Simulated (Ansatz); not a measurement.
# HfN: the cost of one run

Method: DFT PBEsol, scalar-relativistic, plane waves, PAW, in Ansatz 0.2.0.

2 further runs of the same task are left out: 2 set aside as unsound or not needed.

## (1) Starting point

Symmetry: Fm-3m, No. 225, cubic system. The conventional cell has a = 4.502 Å, b = 4.502 Å, c = 4.502 Å, α = 90.00°, β = 90.00°, γ = 90.00°. Around Hf (site symmetry m-3m) lie 6 N at 2.25 Å. N (site symmetry m-3m) is surrounded by 6 Hf at 2.25 Å.

Structure file:

```
Hf N
1.0
     2.25078   -2.25078    0.00000
     2.25078    0.00000   -2.25078
     9.00310    9.00310    9.00310
Hf N
6 6
Direct
  0.00000 0.00000 0.50000
  0.33333 0.33333 0.33333
  0.66667 0.66667 0.66667
  0.00000 0.00000 0.00000
  0.33333 0.33333 0.83333
  0.66667 0.66667 0.16667
  0.66667 0.66667 0.41667
  0.00000 0.00000 0.25000
  0.33333 0.33333 0.58333
  0.66667 0.66667 0.91667
  0.00000 0.00000 0.75000
  0.33333 0.33333 0.08333
```

It is built from the cell relaxed beforehand with the same method (11.40 Å³/atom).

## (2) The undisturbed cell

Input file input.yaml:

```yaml
crystal:
  lattice:
    - [2.2507757577, -2.2507757577, 0.0]
    - [2.2507757577, 0.0, -2.2507757577]
    - [9.0031030306, 9.0031030306, 9.0031030306]
  atoms:
    - { symbol: Hf, position: [1.0, 0.0, 0.5] }
    - { symbol: Hf, position: [0.3333333333, 0.3333333333, 0.3333333333] }
    - { symbol: Hf, position: [0.6666666667, 0.6666666667, 0.6666666667] }
    - { symbol: Hf, position: [1.0, 1.0, 0.0] }
    - { symbol: Hf, position: [0.3333333333, 0.3333333333, 0.8333333333] }
    - { symbol: Hf, position: [0.6666666667, 0.6666666667, 0.1666666667] }
    - { symbol: "N", position: [0.6666666667, 0.6666666667, 0.4166666667] }
    - { symbol: "N", position: [0.0, 0.0, 0.25] }
    - { symbol: "N", position: [0.3333333333, 0.3333333333, 0.5833333333] }
    - { symbol: "N", position: [0.6666666667, 0.6666666667, 0.9166666667] }
    - { symbol: "N", position: [1.0, 1.0, 0.75] }
    - { symbol: "N", position: [0.3333333333, 0.3333333333, 0.0833333333] }
basis:
  ecutwfc: 420
kpoints:
  mp_grid: { grid: [21, 21, 4] }
hamiltonian:
  xc: pbesol
scf:
  occupations: { method: gaussian, width: 0.15 }
output:
  forces: true
  stress: true
  eigenvalues: true
  write_density: true
  write_potential: true
  elf: true
  volumetric_format: npy
```

Run with:

```sh
$ ansatz run input.yaml --threads 2 --pin off --max-ram 5120MiB --backend cpu --events-out ev --progress --plain --runs-dir out
```

**Question.** How long does this run take on 2 threads of Intel Xeon Platinum 8375C at 2.90GHz (Ice Lake), shared host, and how much memory does it need?

About 89 s, with a peak of 1.9 GiB.
